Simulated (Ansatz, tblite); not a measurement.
# Cu(NH3)I (CuH3IN): one state, many levels

How do method and basis change the picture of Cu(NH3)I (CuH3IN) (singlet)?

The runs use Ansatz 0.2.0, Gaussian basis; as each input shows.

Plan: GFN1-xTB, GFN2-xTB, PBE-D4/def2-TZVP, r2SCAN-D4/def2-TZVP, HSE06-D4/def2-TZVP, LC-ωPBE/def2-TZVP, r2SCANh-D4/def2-TZVP, B2PLYP/def2-TZVP, B3LYP-D4/def2-TZVP, B97M-V/def2-TZVP, r2SCAN0-D4/def2-TZVP, PBE+5HF/def2-TZVP, PBE+10HF/def2-TZVP, PBE+15HF/def2-TZVP, PBE+35HF/def2-TZVP, PBE+50HF/def2-TZVP, PBE-D4/def2-SVP, PBE0-D4/def2-SVP, PBE0-D4/def2-TZVPD, PBE-D4/def2-TZVPD, r2SCAN-D4/def2-TZVPD, CCSD(T)/def2-TZVPP, MP2/def2-TZVP, RPA/def2-TZVP.

6 further runs of the same task are left out: 1 that didn't finish, 5 set aside as unsound or not needed. Runs told in other sessions of the task aren't counted.

### Step 1. The relaxed structure

The geometry is that of the singlet, from an earlier relaxation (PBE-D4/def2-TZVP).

6 atoms, charge 0, spin multiplicity 1.

Bond lengths: Cu1–N2 1.953 Å, Cu1–I6 2.385 Å, N2–H3 1.025 Å, N2–H4 1.025 Å, N2–H5 1.025 Å. Angles: N2–Cu1–I6 180.0°, Cu1–N2–H3 111.6°, Cu1–N2–H4 111.6°, Cu1–N2–H5 111.6°, H3–N2–H4 107.3°, H3–N2–H5 107.3°, H4–N2–H5 107.3°.

Geometry (Å):

```mol
CuH3IN
  3D, bonds by distance, orders not assigned

  6  5  0  0  0  0  0  0  0  0999 V2000
   -0.0042    0.0037   -1.0930 Cu  0  0
    0.0028   -0.0027    0.8600 N   0  0
   -0.4155    0.8512    1.2417 H   0  0
    0.9549   -0.0680    1.2330 H   0  0
   -0.5264   -0.7952    1.2364 H   0  0
   -0.0116    0.0108   -3.4782 I   0  0
  1  2  8  0
  1  6  8  0
  2  3  8  0
  2  4  8  0
  2  5  8  0
M  END
```

Formally the metal is d10. I takes a core potential in the def2 sets. No spin-orbit coupling is included.

PBE0-D4/def2-TZVP was run before; its log isn't repeated, and its numbers join the tables.

### Step 2. GFN1-xTB

Tight binding, by tblite at 300 K electronic temperature and without a spin-polarisation term:

```python
tblite.interface.Calculator('GFN1-xTB', numbers, positions, charge=0, uhf=0).singlepoint()
```

Energy -363.1114 eV, HOMO -10.16 eV, LUMO -5.14 eV; 0.003 s.

### Step 3. GFN2-xTB

Tight binding, by tblite at 300 K electronic temperature and without a spin-polarisation term:

```python
tblite.interface.Calculator('GFN2-xTB', numbers, positions, charge=0, uhf=0).singlepoint()
```

Energy -332.4661 eV, HOMO -9.26 eV, LUMO -2.27 eV; 0.002 s.

### Step 4. PBE-D4/def2-TZVP

start.molden holds the orbitals of an earlier run on this state, given as this run's starting guess.

in.yaml

```yaml
crystal:
  periodic: [false, false, false]
  atoms:
    - {symbol: Cu, position_ang: [-0.004219, 0.003736, -1.092950]}
    - {symbol: N, position_ang: [0.002807, -0.002650, 0.860024]}
    - {symbol: H, position_ang: [-0.415504, 0.851223, 1.241720]}
    - {symbol: H, position_ang: [0.954867, -0.067990, 1.233004]}
    - {symbol: H, position_ang: [-0.526357, -0.795175, 1.236428]}
    - {symbol: I, position_ang: [-0.011603, 0.010845, -3.478226]}
basis:
  gaussian: {orbitals: def2-TZVP, initial_orbitals: start.molden}
hamiltonian: {xc: pbe, dispersion: d4}
scf: {omitted_lower_state_checks: [starts]}
output: {orbitals: {seedname: orbitals}}
```

Run with:

```bash
$ ansatz run in.yaml --threads 4 --pin off --events-out ev --progress --plain --max-ram 3916MiB
```

Further steps of the session: r2SCAN-D4/def2-TZVP; HSE06-D4/def2-TZVP; LC-ωPBE/def2-TZVP; r2SCANh-D4/def2-TZVP; B2PLYP/def2-TZVP; B3LYP-D4/def2-TZVP; B97M-V/def2-TZVP; r2SCAN0-D4/def2-TZVP; PBE+5HF/def2-TZVP; PBE+10HF/def2-TZVP; PBE+15HF/def2-TZVP; PBE+35HF/def2-TZVP; PBE+50HF/def2-TZVP; PBE-D4/def2-SVP; PBE0-D4/def2-SVP; PBE0-D4/def2-TZVPD; PBE-D4/def2-TZVPD; r2SCAN-D4/def2-TZVPD; CCSD(T)/def2-TZVPP; MP2/def2-TZVP; RPA/def2-TZVP.

Q: Predict the results of all the runs planned. Wanted: gap in def2-TZVP, named functionals, smallest and largest; gap over the share of exact exchange; correlation energy, CCSD(T)/def2-TZVPP; correlation energy, MP2/def2-TZVP; binding an atom, CCSD(T)/def2-TZVPP; PBE0 total energy, smallest basis above largest.

**Answer**, as computed:

```
                                                 quantity                                value
gap in def2-TZVP, named functionals, smallest and largest  3.15 eV (PBE-D4), 9.54 eV (LC-ωPBE)
                     gap over the share of exact exchange         3.15 eV at 0, 6.89 eV at 0.5
                   correlation energy, CCSD(T)/def2-TZVPP                            -32.69 eV
                        correlation energy, MP2/def2-TZVP                            -31.66 eV
                      binding an atom, CCSD(T)/def2-TZVPP                             2.855 eV
          PBE0 total energy, smallest basis above largest       8.72 eV (def2-SVP, def2-TZVPD)
```

In words: Orbital gaps of the named functionals in def2-TZVP span 3.15 eV (PBE-D4) to 9.54 eV (LC-ωPBE); exact exchange widens it. Raising the share of exact exchange from 0 to 0.5 moves the HOMO by -2.21 eV and the LUMO by +1.53 eV. The functionals in def2-TZVP miss CCSD(T)/def2-TZVPP by +0.002 (r2SCAN0-D4) to +0.113 eV (PBE-D4) an atom. CCSD(T)/def2-TZVPP isn't at the basis-set limit; small misses against it rank nothing.
